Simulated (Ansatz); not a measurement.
# LuTlTe2: the cost of one run

Program: Ansatz 0.2.0. Level of theory: DFT r²SCAN, frozen-core PAW, scalar-relativistic unless said. These are calculated values, not measurements.

## 1. The structure to begin with

The structure is trigonal, space group R-3m (No. 166). Conventional cell: a = 4.375 Å, b = 4.375 Å, c = 24.398 Å, α = 90.00°, β = 90.00°, γ = 120.00°. Around Lu (site symmetry -3m) lie 6 Te at 3.04 Å. Tl (site symmetry -3m) is surrounded by 6 Te at 3.47 Å. Around Te (site symmetry 3m) lie 3 Lu at 3.04 Å and 3 Tl at 3.47 Å.

As a file:

```
Lu Tl Te
1.0
     2.18749    1.26295    8.13270
    -2.18749    1.26295    8.13270
     0.00000   -2.52590    8.13270
Lu Tl Te
1 1 2
Direct
  0.50000 0.50000 0.50000
  0.00000 0.00000 0.00000
  0.76400 0.76400 0.76400
  0.23600 0.23600 0.23600
```

Cartesian axes are those of the input's lattice vectors. The structure goes back to a database entry.

## 2. Cell and atoms relaxed, PAW

File input.yaml:

```yaml
crystal:
  lattice:
    - [2.1874931531, 1.26294976079, 8.13270055]
    - [-2.1874931531, 1.26294976079, 8.13270055]
    - [0.0, -2.52589952159, 8.13270055]
  atoms:
    - { symbol: Lu, position: [0.5, 0.5, 0.5] }
    - { symbol: Tl, position: [0.0, 0.0, 0.0] }
    - { symbol: Te, position: [0.76399679, 0.76399679, 0.76399679] }
    - { symbol: Te, position: [0.23600321, 0.23600321, 0.23600321] }
kpoints:
  mp_grid: { grid: [10, 10, 10] }
scf:
  occupations: { method: fermi_dirac, width: 0.08 }
hamiltonian:
  xc: r2scan
  pseudopotentials: { kind: paw }
relax:
  f_tol: 0.002
  max_steps: 80
  cell: {}
output:
  forces: true
  stress: true
```

Command:

```console
ansatz run input.yaml --threads 1 --pin off --max-ram 3072MiB --backend cpu --events-out ev --progress --plain --runs-dir out
```

What time and memory should one allow on 1 thread of Intel Xeon 6975P-C (Granite Rapids), shared host?

About 3 min, with a peak of 1.1 GiB.
